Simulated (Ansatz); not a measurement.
# Zn: the cost of one run

Computed with Ansatz 0.2.0 (DFT PBEsol, scalar-relativistic, plane waves, PAW, unless a step's input says otherwise).

**1. The structure to begin with**

The structure is hexagonal, space group P6/mmm (No. 191). Conventional cell: a = 2.671 Å, b = 2.671 Å, c = 2.496 Å, α = 90.00°, β = 90.00°, γ = 120.00°. Around Zn (site symmetry 6/mmm) lie 8 Zn at 2.50 to 2.67 Å.

Coordinates:

```
Zn
1.0
     2.67090    0.00000    0.00000
    -1.33545    2.31307    0.00000
     0.00000    0.00000    2.49562
Zn
1
Cartesian
  0.0000 0.0000 0.0000
```

(A quick probe on a coarse mesh, which set the mesh and smearing, is not shown.)

**3. Full relaxation**

input.yaml

```yaml
crystal:
  lattice:
    - [2.6709001415, 0.0, 0.0]
    - [-1.3354500708, 2.3130673735, 0.0]
    - [0.0, 0.0, 2.4956223197]
  atoms:
    - { symbol: Zn, position: [0.0, 0.0, 0.0] }
basis:
  ecutwfc: 420
kpoints:
  mp_grid: { grid: [24, 24, 22] }
hamiltonian:
  xc: pbesol
scf:
  occupations: { method: gaussian, width: 0.1 }
output:
  forces: true
  stress: true
  eigenvalues: true
relax:
  adjacent_minimum: "off"
  f_tol: 0.01
  max_steps: 80
  cell: { stress_tol: 0.05 }
```

Q: Estimate wall time and peak memory on 1 thread of an x86-64 CPU, shared host.

About 49 s, with a peak of 0.5 GiB.
